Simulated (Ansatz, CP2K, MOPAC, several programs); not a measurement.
## Many methods on one cell: In4Sb3As (ordering on zincblende)

An ordered 8-atom cell of In4Sb3As on the zincblende lattice (P-4m2), relaxed with r2SCAN in Ansatz, was computed with several methods. The symmetry is P-4m2 (No. 115, tetragonal); conventional cell a = 4.564 Å, c = 12.871 Å, 33.51 Å³ an atom. As is surrounded by 4 In at 2.70 Å; In is surrounded by 2 As at 2.70 Å and 2 Sb at 2.82 Å; Sb is surrounded by 4 In at 2.82 Å; In is surrounded by 4 Sb at 2.82–2.83 Å; Sb is surrounded by 4 In at 2.83 Å. (Calculated; spin-unpolarised; the phase may be known or hypothetical.)

```cif
data_structure
_symmetry_space_group_name_H-M 'P 1'
_symmetry_Int_Tables_number 1
_cell_length_a 4.5638
_cell_length_b 4.5638
_cell_length_c 12.8713
_cell_angle_alpha 90.000
_cell_angle_beta 90.000
_cell_angle_gamma 90.000
_cell_volume 268.09
loop_
_atom_site_label
_atom_site_type_symbol
_atom_site_fract_x
_atom_site_fract_y
_atom_site_fract_z
_atom_site_occupancy
As1 As 0.00000 0.00000 0.00000 1
In1 In 0.00000 0.50000 0.88765 1
Sb1 Sb 0.50000 0.50000 0.75848 1
In2 In 0.50000 0.00000 0.62944 1
Sb2 Sb 0.00000 0.00000 0.50000 1
In3 In 0.00000 0.50000 0.37056 1
Sb3 Sb 0.50000 0.50000 0.24152 1
In4 In 0.50000 0.00000 0.11235 1
```

Gaps and times are for a single point on this cell; volume and bulk modulus come from each method's own relaxation or energy curve at fixed shape, which is too stiff where a cell has free coordinates or axes. Times are rough, from shared hosts (Arm Neoverse V1), and each method has its own mesh and cell size. A double dagger marks a value from a curve with shape and coordinates held. PM6 (MOPAC), PM7 (MOPAC) treat a cluster of cells at its zone centre, which samples few k points: where these miss a band edge, the gap comes out too large for that reason alone. Gaps from k meshes are read at a limited set of points (mesh, symmetry points, PBE's band edges), so each method's own least gap may be somewhat smaller. xTB and the PM methods were fitted mostly to molecules, and can miss a solid's gap by electronvolts. Minimal bases can be far off for gaps. d marks a direct gap, i an indirect one (no mark: not told apart), a dash a value that wasn't computed or didn't pass its checks.

```csv
method,kind,gap (eV),own volume (Å³/atom),bulk modulus (GPa),atoms computed,processor time
PM6 (MOPAC),semi-empirical,5.32,–,–,32,2.6 s
PM7 (MOPAC),semi-empirical,4.24,30.66‡,88‡,32,2.8 s
"light PBE (260 eV, its own mesh)",light plane-wave,0,–,–,8,8.2 s
PBE/SZV (CP2K),small basis,0,35.59‡,42‡,8,15 s
PBE,semilocal,0,34.75,39‡,8,41 s
PBE/DZVP (CP2K),small basis,0,35.08‡,39‡,8,49 s
r2SCAN,semilocal,0,33.51,46‡,8,83 s
```

Volumes against r2SCAN's: PBE +3.7 %.

Runs without a result: GFN1-xTB (tblite) (single point), GFN2-xTB (tblite) (single point).

With PBE and r2SCAN the bands overlap or touch, or nearly. Semilocal functionals can close a real gap, so this doesn't show a metal; small gaps of other methods may in turn close between the points read or with spin-orbit coupling, and the solid may be a semimetal.

No spin-orbit coupling is included; it can move band edges with weight on the heavy atoms by tenths of an eV.
